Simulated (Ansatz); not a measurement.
**BF4−: geometry and frequencies at several levels**

Wanted for BF4−: geometry and frequencies at several levels. Charge -1.

Method: the levels named in each step, in Ansatz 0.2.0.

## (1) The structure to begin with

Bond lengths: F1–B2 1.390 Å, B2–F3 1.390 Å, B2–F4 1.390 Å, B2–F5 1.390 Å. Angles: F1–B2–F3 109.5°, F1–B2–F4 109.5°, F1–B2–F5 109.5°, F3–B2–F4 109.5°, F3–B2–F5 109.5°, F4–B2–F5 109.5°.

Structure file:

```xyz
5

F     0.8625    0.5570   -0.9368
B     0.0000    0.0000   -0.0001
F    -0.8295   -0.9233   -0.6255
F     0.7396   -0.6372    0.9893
F    -0.7725    1.0034    0.5728
```

## (2) A rough first relaxation, PBE-D4/def2-SVPD

Contents of input.yaml:

```yaml
crystal:
  periodic: [false, false, false]
  atoms:
    - { symbol: F, position_ang: [0.86245, 0.55704, -0.93684] }
    - { symbol: B, position_ang: [1.0e-05, 0.0, -7.0e-05] }
    - { symbol: F, position_ang: [-0.82951, -0.92329, -0.62549] }
    - { symbol: F, position_ang: [0.73961, -0.63719, 0.98932] }
    - { symbol: F, position_ang: [-0.77255, 1.0034, 0.57285] }
total_charge: -1
basis:
  gaussian: { orbitals: def2-SVPD }
hamiltonian:
  xc: pbe
  dispersion: d4
relax:
  f_tol: 0.03
  max_steps: 200
```

Launch:

```bash
ansatz run input.yaml --threads 4 --pin off --max-ram 10240MiB --backend cpu --events-out ev --progress --plain --runs-dir out
```

The log of the run, shortened:

```text
Warning: RAYON_NUM_THREADS=4 ignored (pool sized by the plan → 4); use --threads N
[...]
Functional definition: PBE
[...]
899 factors; their error is unknown
[...]
mean field -11532.89223710 eV, -423.8259724382 hartree, gradient 1.1e-5 eV, S^2 0.000000; 0 other end points of the search recorded, 0 dependent functions left out
[...]
reference -11532.89227662 eV, -423.8259738905 hartree; 21, 21 occupied and 91, 91 virtual orbitals, 899 factors
relax step   1: F+E_penalty+E_count = -11532.96255261 eV  Δ(F+E_penalty+E_count) = +0.000e0 eV  max|allowed force component| = 1.007e0 eV/Å  Δτ_max = 0.0000 Å  (20 SCF iters, accepted)
[...]
relax step   2: F+E_penalty+E_count = -11533.03772025 eV  Δ(F+E_penalty+E_count) = -7.517e-2 eV  max|allowed force component| = 4.386e-1 eV/Å  Δτ_max = 0.0189 Å  (25 SCF iters, accepted)
[...]
relax step   3: F+E_penalty+E_count = -11533.05701181 eV  Δ(F+E_penalty+E_count) = -1.929e-2 eV  max|allowed force component| = 2.671e-2 eV/Å  Δτ_max = 0.0152 Å  (25 SCF iters, accepted)
899 factors; their error is unknown
[...]
mean field -11532.98713272 eV, -423.8294597880 hartree, gradient 2.6e-5 eV, S^2 0.000000; 1 other end points of the search recorded, 0 dependent functions left out
[...]
reference -11532.98717253 eV, -423.8294612510 hartree; 21, 21 occupied and 91, 91 virtual orbitals, 899 factors
Total energy: -11533.05705162 eV, -423.8320292602 hartree
Atom 0 at     0.883593     0.570739    -0.959786 Å, force     0.023170     0.014966    -0.025199 eV/Å
Atom 1 at     0.000004    -0.000009    -0.000056 Å, force    -0.000080     0.000033     0.000488 eV/Å
Atom 2 at    -0.849846    -0.945947    -0.640790 Å, force    -0.022204    -0.024738    -0.016774 eV/Å
Atom 3 at     0.757703    -0.652806     1.013540 Å, force     0.019674    -0.016970     0.026278 eV/Å
Atom 4 at    -0.791442     1.027983     0.586862 Å, force    -0.020559     0.026709     0.015206 eV/Å
Dipole moment:     0.000005    -0.000002    -0.000028 e Å
```

Run time: 4.2 s. Hardware: 4 threads of Intel Xeon at 2.70GHz, shared host; peak memory 0.2 GiB.

Relaxation path:

```
step  E - E(step 1) (eV)  largest force component (eV/Å)
   1              0.0000                          1.0067
   2             -0.0752                          0.4386
   3             -0.0945                          0.0267
```

Step 1 is the start.

Before: Bond lengths: F1–B2 1.390 Å, B2–F3 1.390 Å, B2–F4 1.390 Å, B2–F5 1.390 Å. Angles: F1–B2–F3 109.5°, F1–B2–F4 109.5°, F1–B2–F5 109.5°, F3–B2–F4 109.5°, F3–B2–F5 109.5°, F4–B2–F5 109.5°.

After: Bond lengths: F1–B2 1.424 Å, B2–F3 1.424 Å, B2–F4 1.424 Å, B2–F5 1.424 Å. Angles: F1–B2–F3 109.5°, F1–B2–F4 109.5°, F1–B2–F5 109.5°, F3–B2–F4 109.5°, F3–B2–F5 109.5°, F4–B2–F5 109.5°.

## (3) Relaxation, r2SCAN-D4/def2-TZVPPD

Contents of input.yaml:

```yaml
crystal:
  periodic: [false, false, false]
  atoms:
    - { symbol: F, position_ang: [0.88359263, 0.57073938, -0.95978628] }
    - { symbol: B, position_ang: [3.53e-06, -8.96e-06, -5.601e-05] }
    - { symbol: F, position_ang: [-0.84984642, -0.94594725, -0.64078982] }
    - { symbol: F, position_ang: [0.75770266, -0.65280575, 1.01354016] }
    - { symbol: F, position_ang: [-0.7914424, 1.02798258, 0.58686195] }
total_charge: -1
basis:
  gaussian: { orbitals: def2-TZVPPD.json }
hamiltonian:
  xc: r2scan
  dispersion: d4
relax:
  f_tol: 0.002
  max_steps: 150
```

Launch:

```bash
ansatz run input.yaml --threads 4 --pin off --max-ram 10240MiB --backend cpu --events-out ev --progress --plain --runs-dir out
```

The log of the run, shortened:

```text
Warning: RAYON_NUM_THREADS=4 ignored (pool sized by the plan → 4); use --threads N
[...]
Functional definition: r2SCAN
[...]
953 factors; their error is unknown
[...]
mean field -11552.71627622 eV, -424.5544924387 hartree, gradient 5.7e-5 eV, S^2 0.000000; 0 other end points of the search recorded, 0 dependent functions left out
[...]
reference -11552.71629491 eV, -424.5544931257 hartree; 21, 21 occupied and 176, 176 virtual orbitals, 953 factors
relax step   1: F+E_penalty+E_count = -11552.73260725 eV  Δ(F+E_penalty+E_count) = +0.000e0 eV  max|allowed force component| = 4.045e-1 eV/Å  Δτ_max = 0.0000 Å  (25 SCF iters, accepted)
[...]
relax step   4: F+E_penalty+E_count = -11552.74933200 eV  Δ(F+E_penalty+E_count) = +1.002e-5 eV  max|allowed force component| = 1.126e-2 eV/Å  Δτ_max = 0.0006 Å  (22 SCF iters, rejected (line search))
[...]
relax step   5: F+E_penalty+E_count = -11552.74934429 eV  Δ(F+E_penalty+E_count) = -2.261e-6 eV  max|allowed force component| = 1.129e-5 eV/Å  Δτ_max = 0.0002 Å  (18 SCF iters, accepted)
953 factors; their error is unknown
mean field -11552.73299881 eV, -424.5551069826 hartree, gradient 3.7e-5 eV, S^2 0.000000; 1 other end points of the search recorded, 0 dependent functions left out
[...]
reference -11552.73301741 eV, -424.5551076662 hartree; 21, 21 occupied and 176, 176 virtual orbitals, 953 factors
Total energy: -11552.74936289 eV, -424.5557083514 hartree
Atom 0 at     0.874457     0.564838    -0.949863 Å, force     0.000001     0.000001    -0.000003 eV/Å
Atom 1 at     0.000003    -0.000007    -0.000047 Å, force    -0.000000     0.000003     0.000011 eV/Å
Atom 2 at    -0.841060    -0.936167    -0.634165 Å, force    -0.000001    -0.000002    -0.000002 eV/Å
Atom 3 at     0.749866    -0.646054     1.003054 Å, force    -0.000002     0.000001    -0.000004 eV/Å
Atom 4 at    -0.783256     1.017349     0.580790 Å, force     0.000002    -0.000003    -0.000003 eV/Å
Dipole moment:     0.000000    -0.000000    -0.000001 e Å
```

It took 12 s on 4 threads of Intel Xeon at 2.70GHz, shared host; peak memory 0.26 GiB.

The steps of the relaxation:

```csv
step,E - E(step 1) (eV),largest force component (eV/Å)
1,0.0000,0.4045
2,-0.0137,0.1748
3,-0.0167,0.0048
4,-0.0167,0.0113
5,-0.0167,0.0000
```

Step 1 is the start. Step 4 was tried and not accepted.

Before: Bond lengths: F1–B2 1.424 Å, B2–F3 1.424 Å, B2–F4 1.424 Å, B2–F5 1.424 Å. Angles: F1–B2–F3 109.5°, F1–B2–F4 109.5°, F1–B2–F5 109.5°, F3–B2–F4 109.5°, F3–B2–F5 109.5°, F4–B2–F5 109.5°.

After: Bond lengths: F1–B2 1.409 Å, B2–F3 1.409 Å, B2–F4 1.409 Å, B2–F5 1.409 Å. Angles: F1–B2–F3 109.5°, F1–B2–F4 109.5°, F1–B2–F5 109.5°, F3–B2–F4 109.5°, F3–B2–F5 109.5°, F4–B2–F5 109.5°.

## (4) Frequencies, r2SCAN-D4/def2-TZVPPD

Contents of input.yaml:

```yaml
crystal:
  periodic: [false, false, false]
  atoms:
    - { symbol: F, position_ang: [0.87445713, 0.56483843, -0.94986304] }
    - { symbol: B, position_ang: [3.34e-06, -6.73e-06, -4.651e-05] }
    - { symbol: F, position_ang: [-0.84105969, -0.93616684, -0.63416453] }
    - { symbol: F, position_ang: [0.74986552, -0.64605411, 1.0030545] }
    - { symbol: F, position_ang: [-0.7832563, 1.01734925, 0.58078959] }
total_charge: -1
basis:
  gaussian: { orbitals: def2-TZVPPD.json }
hamiltonian:
  xc: r2scan
  dispersion: d4
phonons: {}
```

Launch:

```bash
ansatz run input.yaml --threads 4 --pin off --max-ram 10240MiB --backend cpu --events-out ev --progress --plain --runs-dir out
```

The log of the run, shortened:

```text
Warning: RAYON_NUM_THREADS=4 ignored (pool sized by the plan → 4); use --threads N
[...]
[... 1 set-up line as earlier in the session ...]
[...]
953 factors; their error is unknown
[...]
mean field -11552.73299881 eV, -424.5551069826 hartree, gradient 5.1e-5 eV, S^2 0.000000; 0 other end points of the search recorded, 0 dependent functions left out
[...]
reference -11552.73301741 eV, -424.5551076662 hartree; 21, 21 occupied and 176, 176 virtual orbitals, 953 factors
[...]
953 factors; their error is unknown
[...]
mean field -11552.73294571 eV, -424.5551050313 hartree, gradient 9.1e-7 eV, S^2 0.000000; 0 other end points of the search recorded, 0 dependent functions left out
[...]
reference -11552.73296432 eV, -424.5551057150 hartree; 21, 21 occupied and 176, 176 virtual orbitals, 953 factors
[...]
953 factors; their error is unknown
[...]
953 factors; their error is unknown
mean field -11552.73296396 eV, -424.5551057020 hartree, gradient 9.1e-7 eV, S^2 0.000000; 0 other end points of the search recorded, 0 dependent functions left out
[...]
reference -11552.73298256 eV, -424.5551063855 hartree; 21, 21 occupied and 176, 176 virtual orbitals, 953 factors
Total energy: -11552.74936289 eV, -424.5557083514 hartree
Atom 0 at     0.874457     0.564838    -0.949863 Å, force     0.000002     0.000001    -0.000003 eV/Å
Atom 1 at     0.000003    -0.000007    -0.000047 Å, force    -0.000000     0.000003     0.000012 eV/Å
Atom 2 at    -0.841060    -0.936167    -0.634165 Å, force    -0.000002    -0.000003    -0.000003 eV/Å
Atom 3 at     0.749866    -0.646054     1.003054 Å, force    -0.000001     0.000001    -0.000003 eV/Å
Atom 4 at    -0.783256     1.017349     0.580790 Å, force     0.000002    -0.000002    -0.000002 eV/Å
Dipole moment:     0.000000    -0.000000    -0.000001 e Å
Vibrations: 341.54 341.54 509.98 509.98 509.98 754.08 1069.95 1069.96 1069.97 cm⁻¹, zero-point energy 0.382923 eV
```

It took 17 s on 4 threads of Intel Xeon at 2.70GHz, shared host; peak memory 0.25 GiB.

Harmonic frequencies (cm⁻¹; negative: imaginary): 342, 342, 510, 510, 510, 754, 1070, 1070, 1070.

## (5) Relaxation, B3LYP-D4/def2-TZVPPD

Contents of input.yaml:

```yaml
crystal:
  periodic: [false, false, false]
  atoms:
    - { symbol: F, position_ang: [0.88359263, 0.57073938, -0.95978628] }
    - { symbol: B, position_ang: [3.53e-06, -8.96e-06, -5.601e-05] }
    - { symbol: F, position_ang: [-0.84984642, -0.94594725, -0.64078982] }
    - { symbol: F, position_ang: [0.75770266, -0.65280575, 1.01354016] }
    - { symbol: F, position_ang: [-0.7914424, 1.02798258, 0.58686195] }
total_charge: -1
basis:
  gaussian: { orbitals: def2-TZVPPD.json }
hamiltonian:
  xc: { name: B3LYP }
  dispersion: d4
relax:
  f_tol: 0.002
  max_steps: 150
```

Launch:

```bash
ansatz run input.yaml --threads 4 --pin off --max-ram 10240MiB --backend cpu --events-out ev --progress --plain --runs-dir out
```

The log of the run, shortened:

```text
Warning: RAYON_NUM_THREADS=4 ignored (pool sized by the plan → 4); use --threads N
[...]
Functional definition: B3LYP
[...]
953 factors; their error is unknown
[...]
mean field -11557.73323497 eV, -424.7388622723 hartree, gradient 1.4e-6 eV, S^2 0.000000; 0 other end points of the search recorded, 0 dependent functions left out
[...]
reference -11557.73348963 eV, -424.7388716309 hartree; 21, 21 occupied and 176, 176 virtual orbitals, 953 factors
relax step   1: F+E_penalty+E_count = -11557.84585048 eV  Δ(F+E_penalty+E_count) = +0.000e0 eV  max|allowed force component| = 3.264e-1 eV/Å  Δτ_max = 0.0000 Å  (28 SCF iters, accepted)
[...]
relax step   3: F+E_penalty+E_count = -11557.85672770 eV  Δ(F+E_penalty+E_count) = -1.961e-3 eV  max|allowed force component| = 3.134e-3 eV/Å  Δτ_max = 0.0051 Å  (31 SCF iters, accepted)
[...]
relax step   4: F+E_penalty+E_count = -11557.85672866 eV  Δ(F+E_penalty+E_count) = -9.666e-7 eV  max|allowed force component| = 3.392e-5 eV/Å  Δτ_max = 0.0001 Å  (21 SCF iters, accepted)
953 factors; their error is unknown
mean field -11557.74383772 eV, -424.7392519162 hartree, gradient 2.4e-5 eV, S^2 0.000000; 1 other end points of the search recorded, 0 dependent functions left out
[...]
reference -11557.74409162 eV, -424.7392612469 hartree; 21, 21 occupied and 176, 176 virtual orbitals, 953 factors
Total energy: -11557.85698257 eV, -424.7434099124 hartree
Atom 0 at     0.876215     0.565974    -0.951772 Å, force    -0.000008    -0.000006     0.000005 eV/Å
Atom 1 at     0.000003    -0.000007    -0.000047 Å, force    -0.000001     0.000008     0.000034 eV/Å
Atom 2 at    -0.842751    -0.938049    -0.635439 Å, force     0.000008     0.000008     0.000002 eV/Å
Atom 3 at     0.751373    -0.647353     1.005071 Å, force    -0.000017     0.000014    -0.000026 eV/Å
Atom 4 at    -0.784831     1.019395     0.581957 Å, force     0.000017    -0.000023    -0.000016 eV/Å
Dipole moment:     0.000000    -0.000000    -0.000002 e Å
```

It took 12 s on 4 threads of Intel Xeon at 2.70GHz, shared host; peak memory 0.42 GiB.

The steps of the relaxation:

```
step  E - E(step 1) (eV)  largest force component (eV/Å)
   1              0.0000                          0.3264
   2             -0.0089                          0.1405
   3             -0.0109                          0.0031
   4             -0.0109                          0.0000
```

Step 1 is the start.

Before: Bond lengths: F1–B2 1.424 Å, B2–F3 1.424 Å, B2–F4 1.424 Å, B2–F5 1.424 Å. Angles: F1–B2–F3 109.5°, F1–B2–F4 109.5°, F1–B2–F5 109.5°, F3–B2–F4 109.5°, F3–B2–F5 109.5°, F4–B2–F5 109.5°.

After: Bond lengths: F1–B2 1.412 Å, B2–F3 1.412 Å, B2–F4 1.412 Å, B2–F5 1.412 Å. Angles: F1–B2–F3 109.5°, F1–B2–F4 109.5°, F1–B2–F5 109.5°, F3–B2–F4 109.5°, F3–B2–F5 109.5°, F4–B2–F5 109.5°.

## (6) Frequencies, B3LYP-D4/def2-TZVPPD

Contents of input.yaml:

```yaml
crystal:
  periodic: [false, false, false]
  atoms:
    - { symbol: F, position_ang: [0.87621506, 0.56597397, -0.95177242] }
    - { symbol: B, position_ang: [3.35e-06, -6.84e-06, -4.697e-05] }
    - { symbol: F, position_ang: [-0.84275051, -0.93804884, -0.63543929] }
    - { symbol: F, position_ang: [0.75137311, -0.64735296, 1.00507127] }
    - { symbol: F, position_ang: [-0.78483101, 1.01939466, 0.5819574] }
total_charge: -1
basis:
  gaussian: { orbitals: def2-TZVPPD.json }
hamiltonian:
  xc: { name: B3LYP }
  dispersion: d4
phonons: {}
```

Launch:

```bash
ansatz run input.yaml --threads 4 --pin off --max-ram 10240MiB --backend cpu --events-out ev --progress --plain --runs-dir out
```

The log of the run, shortened:

```text
Warning: RAYON_NUM_THREADS=4 ignored (pool sized by the plan → 4); use --threads N
[...]
[... 1 set-up line as earlier in the session ...]
[...]
953 factors; their error is unknown
[...]
mean field -11557.74383772 eV, -424.7392519162 hartree, gradient 1.4e-6 eV, S^2 0.000000; 0 other end points of the search recorded, 0 dependent functions left out
[...]
reference -11557.74409162 eV, -424.7392612469 hartree; 21, 21 occupied and 176, 176 virtual orbitals, 953 factors
[...]
953 factors; their error is unknown
[...]
mean field -11557.74379544 eV, -424.7392503624 hartree, gradient 1.8e-6 eV, S^2 0.000000; 0 other end points of the search recorded, 0 dependent functions left out
[...]
reference -11557.74404937 eV, -424.7392596942 hartree; 21, 21 occupied and 176, 176 virtual orbitals, 953 factors
[...]
953 factors; their error is unknown
[...]
953 factors; their error is unknown
mean field -11557.74379653 eV, -424.7392504022 hartree, gradient 1.7e-6 eV, S^2 0.000000; 0 other end points of the search recorded, 0 dependent functions left out
[...]
reference -11557.74405041 eV, -424.7392597321 hartree; 21, 21 occupied and 176, 176 virtual orbitals, 953 factors
Total energy: -11557.85698257 eV, -424.7434099124 hartree
Atom 0 at     0.876215     0.565974    -0.951772 Å, force    -0.000008    -0.000006     0.000005 eV/Å
Atom 1 at     0.000003    -0.000007    -0.000047 Å, force    -0.000001     0.000008     0.000034 eV/Å
Atom 2 at    -0.842751    -0.938049    -0.635439 Å, force     0.000008     0.000008     0.000002 eV/Å
Atom 3 at     0.751373    -0.647353     1.005071 Å, force    -0.000017     0.000014    -0.000026 eV/Å
Atom 4 at    -0.784831     1.019395     0.581957 Å, force     0.000017    -0.000023    -0.000016 eV/Å
Dipole moment:     0.000000    -0.000000    -0.000002 e Å
Vibrations: 339.94 339.94 507.67 507.67 507.67 750.58 1059.94 1059.95 1059.96 cm⁻¹, zero-point energy 0.380218 eV
```

It took 21 s on 4 threads of Intel Xeon at 2.70GHz, shared host; peak memory 0.42 GiB.

Harmonic frequencies (cm⁻¹; negative: imaginary): 340, 340, 508, 508, 508, 751, 1060, 1060, 1060.

## (7) The levels compared

```csv
level,F1–B2 (Å),B2–F3 (Å),B2–F4 (Å),rotational constants (MHz),highest frequency (cm⁻¹),CPU time
r2SCAN-D4/def2-TZVPPD,1.4092,1.4092,1.4092,"5023.2, 5023.2, 5023.2",1070,41 s
B3LYP-D4/def2-TZVPPD,1.4120,1.4120,1.4120,"5003, 5003, 5003",1060,42 s
```

Constants are for the commonest isotopes at the equilibrium geometry; times are CPU times of the relaxations.

## (8) Results

| quantity | value |
| --- | --- |
| F1–B2 at B3LYP-D4/def2-TZVPPD | 1.412 Å |
| B2–F3 at B3LYP-D4/def2-TZVPPD | 1.412 Å |
| B2–F4 at B3LYP-D4/def2-TZVPPD | 1.412 Å |
| frequencies at B3LYP-D4/def2-TZVPPD | 340 to 1060 cm⁻¹ |

**Reading.** The F–B distance spreads over 0.003 Å, from r2SCAN-D4/def2-TZVPPD (shortest) to B3LYP-D4/def2-TZVPPD. No mode is imaginary, so the geometry is a minimum.
